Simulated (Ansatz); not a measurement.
A run of Ansatz 0.2.0 is set up as follows.

File input.yaml:

```yaml
crystal:
  lattice:
    - [3.15644, 0.0, 0.0]
    - [0.0, 3.15644, 0.0]
    - [0.0, 0.0, 3.15644]
  atoms:
    - { symbol: Nb, position: [0.0, 0.0, 0.0] }
    - { symbol: Si, position: [0.5, 0.5, 0.5] }
hamiltonian:
  xc: r2scan
  pseudopotentials: { kind: paw }
kpoints:
  mp_grid: { grid: [8, 8, 8] }
scf:
  occupations: { method: fermi_dirac, width: 0.05 }
output:
  forces: true
  stress: true
  eigenvalues: true
relax:
  f_tol: 0.01
  max_steps: 40
  cell: { stress_tol: 0.05, p_target: 20.0 }
```

Potentials or basis: Ansatz PAW.

Run with:

```sh
$ ansatz run input.yaml --threads 2 --pin off --max-ram 5632MiB --backend cpu --events-out ev --progress --plain --runs-dir out
```

(1) What does it give for the relaxed volume?

(2) What does it give for the band gap on the k mesh?

## Answers

(1) 14.16 Å³/atom.

(2) none (metal or under the smearing width).

Caveat: the PAW data sets come from PBE, with cores solved anew for the run's functional, which leaves a small shift of forces and pressure.
